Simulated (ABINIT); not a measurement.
The system is HfBiO.

```
Hf Bi O
1.0
     4.56995    0.00000    0.00000
    -2.28497    3.95769    0.00000
     0.00000    0.00000    3.14592
Hf Bi O
1 1 1
Cartesian
  2.2850 1.3192 1.5730
  0.0000 2.6385 0.0000
  0.0000 0.0000 0.0000
```

The cell was built by a generator and needn't be a form met in nature.

- Program: ABINIT 10.8.3 (patched build)
- Task: single point
- Functional: PBE
- Potentials or basis: JTH PAW PBE v2.0
- Cutoff: 626 eV
- k mesh: 7 × 7 × 8
- Occupations: fermi-dirac, width 0.05 eV
- Spin: no spin polarisation

On this cell: pressure -0.5 GPa; largest force under 0.003 eV/Å; band gap on the k mesh none (metal or under the smearing width).

The same run follows on a disturbed copy (atoms moved at random, drawn with an rms of 0.05 Å):

```
Hf Bi O
1.0
     4.56995    0.00000    0.00000
    -2.28497    3.95769    0.00000
     0.00000    0.00000    3.14592
Hf Bi O
1 1 1
Direct
  0.66953 0.33319 0.49496
  0.33655 0.66180 0.99735
  0.98379 0.99358 0.99129
```

Q: What does the disturbed cell give?

A: The energy (extrapolated to zero smearing) moves by -2.0 meV/atom; pressure -0.4 GPa; largest force 0.180 eV/Å; band gap on the k mesh none (metal or under the smearing width).

Forces on the atoms (eV/Å):
```
Hf   0.165 -0.048  0.055
Bi  -0.019  0.065 -0.039
O   -0.146 -0.017 -0.015
```

Stress tensor (GPa, compression positive):
```
 0.45  1.69  0.00
 1.69 -1.13 -0.01
 0.00 -0.01 -0.60
```

The energy falls, though the first cell shows no forces: that form is unstable against this distortion, unless noise or another electronic state is at work.

Caveats: spin-orbit coupling is left out, which moves the levels of the heavy elements; an odd number of electrons without spin polarisation forces a metal; a magnetic or distorted state may lie lower.
